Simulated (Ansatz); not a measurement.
# Ti2Nb2Ge: the cost of one run

Computed with Ansatz 0.2.0 (DFT PBE, scalar-relativistic, plane waves, PAW, unless a step's input says otherwise).

**1. The starting structure**

The structure is tetragonal, space group I4/mmm (No. 139). The conventional cell has a = 3.885 Å, b = 3.885 Å, c = 10.194 Å, α = 90.00°, β = 90.00°, γ = 90.00°. Around Ti (site symmetry -4m2) lie 4 Nb at 2.32 Å. Around Nb (site symmetry 4mm) lie 4 Ti at 2.32 Å and 1 Nb at 2.57 Å. Around Ge (site symmetry 4/mmm) lie 8 Nb at 3.03 Å and 8 Ti at 3.20 Å.

Coordinates:

```cif
data_structure
_symmetry_space_group_name_H-M 'P 1'
_symmetry_Int_Tables_number 1
_cell_length_a 5.7903
_cell_length_b 5.7903
_cell_length_c 5.7903
_cell_angle_alpha 140.794
_cell_angle_beta 140.794
_cell_angle_gamma 56.650
_cell_volume 76.94
loop_
_atom_site_label
_atom_site_type_symbol
_atom_site_fract_x
_atom_site_fract_y
_atom_site_fract_z
_atom_site_occupancy
Ti1 Ti 0.25000 0.75000 0.50000 1
Ti2 Ti 0.75000 0.25000 0.50000 1
Nb1 Nb 0.62600 0.62600 0.00000 1
Nb2 Nb 0.37400 0.37400 0.00000 1
Ge1 Ge 0.00000 0.00000 0.00000 1
```

(A quick probe on a coarse mesh, which set the mesh and smearing, is not shown.)

**3. A loose first relaxation**

File input.yaml:

```yaml
crystal:
  lattice:
    - [-1.9426446429, 1.9426446429, 5.0970379245]
    - [1.9426446429, -1.9426446429, 5.0970379245]
    - [1.9426446429, 1.9426446429, -5.0970379245]
  atoms:
    - { symbol: Ti, position: [0.25, 0.75, 0.5] }
    - { symbol: Ti, position: [0.75, 0.25, 0.5] }
    - { symbol: Nb, position: [0.626, 0.626, 0.0] }
    - { symbol: Nb, position: [0.374, 0.374, 0.0] }
    - { symbol: Ge, position: [0.0, 0.0, 0.0] }
basis:
  ecutwfc: 420
kpoints:
  mp_grid: { grid: [6, 6, 6] }
hamiltonian:
  xc: pbe
scf:
  occupations: { method: gaussian, width: 0.1 }
  lower_state_search: "off"
output:
  forces: true
  stress: true
  eigenvalues: true
relax:
  adjacent_minimum: "off"
  f_tol: 0.04
  max_steps: 70
  cell: { stress_tol: 0.4 }
```

The run is started by

```
> ansatz run input.yaml --threads 1 --pin off --max-ram 2560MiB --backend cpu --events-out ev --progress --plain --runs-dir out
```

What time and memory should one allow on 1 thread of Intel Xeon 6975P-C (Granite Rapids), shared host?

About 42 s, with a peak of 0.46 GiB.
